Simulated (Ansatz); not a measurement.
# C₂H₈InNOSi: up Jacob's ladder to CCSD(T)

The task here is to estimate one member of a computed series from the others.

Computed with Ansatz 0.2.0, Gaussian basis. Level: functionals in def2-TZVPP, the program's frozen cores in correlated methods.

The runs, in order: LDA (SPW92), PBE-D4, revPBE-D4, BLYP-D4, r2SCAN-D4, B97M-V, PBE0-D4, B3LYP-D4, r2SCANh-D4, r2SCAN0-D4, HSE06-D4, BHLYP-D4, CAM-B3LYP-D4, LC-ωPBE, ωB97X-V, ωB97M-V, B2PLYP, PBE-QIDH; CCSD(T)/def2-SVP; CCSD(T)/def2-TZVPP; MP2/def2-QZVPP; extrapolation to the limit; RPA on PBE.

## The geometry

All runs share one geometry, relaxed beforehand with PBE0-D4 in a triple-zeta def2 set. In takes the def2 core potential; no spin-orbit term is included.

14 atoms, charge 0, spin multiplicity 1.

Atoms are counted from 1 here; the program's logs count them from 0.

Bond lengths: C1–C2 1.330 Å, C1–H7 1.089 Å, C1–H8 1.083 Å, C2–N3 1.434 Å, C2–Si4 1.897 Å, N3–H9 1.014 Å, N3–H10 1.014 Å, Si4–O5 1.663 Å, Si4–In6 2.571 Å, Si4–H11 1.493 Å, O5–H12 0.959 Å, In6–H13 1.728 Å, In6–H14 1.731 Å. Angles: C2–C1–H7 122.6°, C2–C1–H8 120.5°, H7–C1–H8 116.9°, C1–C2–N3 121.9°, C1–C2–Si4 126.8°, N3–C2–Si4 108.4°, C2–N3–H9 112.2°, C2–N3–H10 114.0°, H9–N3–H10 109.1°, C2–Si4–O5 111.8°, C2–Si4–In6 82.7°, C2–Si4–H11 107.2°, O5–Si4–In6 112.3°, O5–Si4–H11 109.4°, In6–Si4–H11 129.4°, Si4–O5–H12 116.4°, Si4–In6–H13 118.3°, Si4–In6–H14 121.3° and more.

Set-up of the first run:

in.yaml reads:

```yaml
crystal:
  periodic: [false, false, false]
  atoms:
    - {symbol: C, position_ang: [-1.978128, 0.417038, 0.460067]}
    - {symbol: C, position_ang: [-0.749493, 0.319018, -0.040545]}
    - {symbol: N, position_ang: [0.235744, 1.340633, 0.163502]}
    - {symbol: Si, position_ang: [0.139301, -1.271365, -0.569884]}
    - {symbol: O, position_ang: [0.585490, -1.226705, -2.171416]}
    - {symbol: In, position_ang: [1.979341, -0.367593, 0.981885]}
    - {symbol: H, position_ang: [-2.331283, 1.305997, 0.979862]}
    - {symbol: H, position_ang: [-2.668273, -0.414109, 0.387921]}
    - {symbol: H, position_ang: [0.675719, 1.627312, -0.704099]}
    - {symbol: H, position_ang: [-0.115042, 2.161274, 0.645478]}
    - {symbol: H, position_ang: [-0.811834, -2.401345, -0.352478]}
    - {symbol: H, position_ang: [-0.110562, -1.381769, -2.813056]}
    - {symbol: H, position_ang: [1.709599, -0.417018, 2.687909]}
    - {symbol: H, position_ang: [3.439409, 0.308622, 0.344864]}
basis:
  gaussian: {orbitals: def2-TZVPP}
hamiltonian: {xc: lda}
output: {orbitals: {seedname: orbitals}}
```

Run with:

```
> ansatz run in.yaml --threads 2 --pin off --events-out ev --progress --plain --max-ram 31744MiB --backend cuda --devices 0, --max-vram 18GiB
```

Among the steps run: LDA; PBE-D4 (GGA); revPBE-D4 (GGA); BLYP-D4 (GGA); r2SCAN-D4 (meta-GGA); B97M-V (meta-GGA); PBE0-D4 (hybrid); B3LYP-D4 (hybrid); r2SCANh-D4 (hybrid); r2SCAN0-D4 (hybrid); HSE06-D4 (hybrid); BHLYP-D4 (hybrid); CAM-B3LYP-D4 (range-separated); LC-ωPBE (range-separated); ωB97X-V (range-separated); ωB97M-V (range-separated); B2PLYP (double hybrid); PBE-QIDH (double hybrid).

One table of the session follows, with a row left open; its other results are not shown here.

It belongs to the step «Frontier levels by functional». 

```
  functional  HOMO (eV)  gap (eV)
 LDA (SPW92)      -5.62      3.87
      PBE-D4      -5.50      3.98
   revPBE-D4      -5.45      4.02
     BLYP-D4      -5.37      3.99
   r2SCAN-D4      -5.71      4.40
      B97M-V      -5.78      4.37
     PBE0-D4      -6.51      5.80
    B3LYP-D4      -6.34      5.40
  r2SCANh-D4      -6.09      5.10
  r2SCAN0-D4      -6.65      6.11
    HSE06-D4      -6.12      5.06
    BHLYP-D4      -7.43      7.37
CAM-B3LYP-D4      -7.73      7.83
     LC-ωPBE      -8.98     10.09
     ωB97X-V          ?         ?
     ωB97M-V      -8.51      9.13
```

Estimate the missing values for ωB97X-V.

**Answer.** HOMO (eV): -8.68; gap (eV): 9.67. In the column «HOMO (eV)» it lies between LC-ωPBE (-8.98) and ωB97M-V (-8.51).
